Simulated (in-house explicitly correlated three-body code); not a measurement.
**Two electrons around a charge of +1.295: exact states and exact Kohn–Sham parts**

One table from this session's results is given with a row withheld; the runs are named, their logs left out.

The numbers are computed with in-house explicitly correlated three-body code version 1 (two electrons, non-relativistic, variational in exponentially correlated functions), except any that are marked as measured or tabulated.

## Starting point

```
charge of the centre : +1.295
mass of the centre   : infinite
interactions         : Coulomb
basis                : 260 functions exp(−a r1 − b r2 − g r12) a state, exponent ranges optimised
units                : hartree and bohr; relativity and QED are left out
```

Set-up of the first run:

Settings:

```ini
Z = 1.295
interaction_strength = 1.0
functions = 260
states_tried = 13
```

The run is started by

```bash
python run_hyl.py task.json out
```

One table of the session follows, with a row left open; its other results are not shown here.

It belongs to the step «Levels». 

```
state  binding (eV)  excitation (eV)  ⟨r12⟩ (bohr)
 1 ¹S       4.93958                0         2.645
 2 ³S      0.583496          4.35609         10.57
 2 ¹S      0.446037          4.49354         13.79
 2 ³P      0.305234          4.63435         16.29
 2 ¹P      0.297076          4.64251         16.94
 3 ³S             ?                ?             ?
 3 ³P      0.134600          4.80498         41.29
 3 ¹P      0.131812          4.80777         42.32
 4 ³S      0.100429          4.83915         60.03
 4 ³P     0.0753220          4.86426         76.49
```

**Question.** Estimate the row for 3 ³S.

**Answer.** binding (eV): 0.200242; excitation (eV): 4.73934; ⟨r12⟩ (bohr): 30.19. In the column «binding (eV)» it lies between 3 ³P (0.134600) and 2 ¹P (0.297076).
